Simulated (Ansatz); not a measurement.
**MgHF (SMILES [F][MgH]) at B2PLYP/STO-3G**

What is the electronic atomisation energy of MgHF at B2PLYP/STO-3G? 

The calculation is run with Ansatz 0.2.0.

49 further runs of the same task are left out: 2 that didn't finish, 47 set aside as unsound or not needed.

### 1 The system as given

MgHF has 3 atoms, charge 0, and is taken as a singlet. As SMILES, `[F][MgH]`. The coordinates come from a PBE0-D4/def2-TZVP relaxation.

Bond lengths: F1–Mg2 1.756 Å, Mg2–H3 1.687 Å. Angles: F1–Mg2–H3 180.0°.

### 2 The energy at B2PLYP/STO-3G

Input file job.yaml:

```yaml
basis:
  gaussian:
    orbitals: STO-3G
crystal:
  periodic: [false, false, false]
  atoms:
    - {symbol: F, position_ang: [-1.378600, 0.792200, -0.675100]}
    - {symbol: Mg, position_ang: [0.014500, -0.032400, 0.004400]}
    - {symbol: H, position_ang: [1.353200, -0.824800, 0.657400]}
total_charge: 0
hamiltonian:
  xc: {name: B2PLYP}
correlation:
  frozen_orbitals: {F: 1, H: 0, Mg: 1}
accuracy: high
```

Launch:

```console
$ ansatz run job.yaml --threads 1 --pin off --max-ram 2610MiB --events-out events.jsonl --progress --plain --runs-dir runs
```

Output:

```text
Warning: RAYON_NUM_THREADS=1 ignored (pool sized by the plan → 1); use --threads N
Functional definition: B2PLYP
  name "B2PLYP"
  parameter a = 0.53
  parameter c = 0.27
  exchange = (1 - a)*b88_x + a*exact_x
  correlation = (1 - c)*lyp_c + c*(mp2_os + mp2_ss)
242 factors; integrals over basis functions are off by at most 2.7e-7 eV
mean field evaluation 1: about -8060.4128 eV, gradient 2.2e1 eV
mean field evaluation 2: about -8060.4139 eV, gradient 2.2e1 eV
mean field evaluation 4: about -8062.5855 eV, gradient 1.1e0 eV
mean field evaluation 8: about -8062.5897 eV, gradient 7.0e-3 eV
mean field evaluation 16: about -8062.5897 eV, gradient 1.8e-9 eV
mean field -8062.58974188 eV, -296.2947079945 hartree, gradient 1.3e-8 eV, S^2 0.000000; 0 other end points of the search recorded, 0 dependent functions left out
2 core orbitals not correlated: weight in the atoms' cores, before any rotation towards them, 1.000 or more for the frozen orbitals, at most 0.000 for the correlated occupied ones
reference -8062.58975576 eV, -296.2947085046 hartree; 9, 9 occupied and 4, 4 virtual orbitals, 242 factors
second order -2.10110935 eV of doubles, -0.00000000 eV of singles
Total energy: -8063.15705529 eV, -296.3155563776 hartree
```

It took 0.52 s on 1 thread of AMD EPYC 9R14 (Zen 4), shared host; peak memory 0.13 GiB.

### 3 The F atom

Input file input.yaml:

```yaml
crystal:
  periodic: [false, false, false]
  atoms:
    - {symbol: F, position_ang: [0.000000, 0.000000, 0.000000]}
basis:
  gaussian: {orbitals: STO-3G}
accuracy: high
hamiltonian: {xc: {name: B2PLYP}}
magnetization: {spin_polarized: true, initial_magnetization: 1}
correlation: {frozen_orbitals: {F: 1}}
```

Launch:

```console
$ ansatz run input.yaml --threads 1 --pin off --max-ram 2610MiB --events-out events.jsonl --progress --plain --runs-dir runs
```

Output (excerpt; [...] marks lines left out):

```text
Warning: RAYON_NUM_THREADS=1 ignored (pool sized by the plan → 1); use --threads N
[... 6 set-up lines as earlier in the session ...]
15 factors; integrals over basis functions are off by at most 1.2e-9 eV
mean field evaluation 1: about -2671.8152 eV, gradient 1.3e-12 eV
mean field evaluation 2: about -2671.8159 eV, gradient 7.1e-12 eV
mean field -2671.81592848 eV, -98.1874243497 hartree, gradient 0.0e0 eV, S^2 0.750000; 0 other end points of the search recorded, 0 dependent functions left out
1 core orbitals not correlated: weight in the atoms' cores, before any rotation towards them, 1.000 or more for the frozen orbitals, at most 0.000 for the correlated occupied ones
reference -2671.81593295 eV, -98.1874245139 hartree; 4, 3 occupied and 0, 1 virtual orbitals, 15 factors
second order 0.00000000 eV of doubles, 0.00000000 eV of singles
Total energy: -2671.81593295 eV, -98.1874245139 hartree
```

Wall time 0.12 s (1 thread of AMD EPYC 9R14 (Zen 4), shared host).

### 4 The H atom

Input file input.yaml:

```yaml
crystal:
  periodic: [false, false, false]
  atoms:
    - {symbol: H, position_ang: [0.000000, 0.000000, 0.000000]}
basis:
  gaussian: {orbitals: STO-3G}
magnetization: {spin_polarized: true, initial_magnetization: 1}
hamiltonian: {xc: {name: B2PLYP}}
correlation: {frozen_orbitals: {H: 0}}
accuracy: high
```

Run the same way, it converges to -0.46478 Eh (log not shown).

### 5 The Mg atom at the same level

Input file run.yaml:

```yaml
basis:
  gaussian:
    orbitals: STO-3G
crystal:
  periodic: [false, false, false]
  atoms:
    - {symbol: Mg, position_ang: [0.000000, 0.000000, 0.000000]}
correlation:
  frozen_orbitals: {Mg: 1}
hamiltonian:
  xc: {name: B2PLYP}
total_charge: 0
accuracy: high
```

Run the same way, it converges to -197.34510 Eh (log not shown).

### 6 Outcome

Level: B2PLYP/STO-3G, 2 core orbitals frozen.

```
                     quantity          value
       molecule: total energy  -296.31556 Eh
         F atom: total energy   -98.18742 Eh
                 F atom: ⟨S²⟩          0.750
         H atom: total energy    -0.46478 Eh
                 H atom: ⟨S²⟩          0.750
        Mg atom: total energy  -197.34510 Eh
electronic atomisation energy       8.660 eV
```

**Reading.** Taking the molecule apart into free atoms costs 8.66 eV (200 kcal/mol), before zero-point energy and without spin-orbit coupling. In a minimal basis such a difference can be off by several eV, whatever the method.
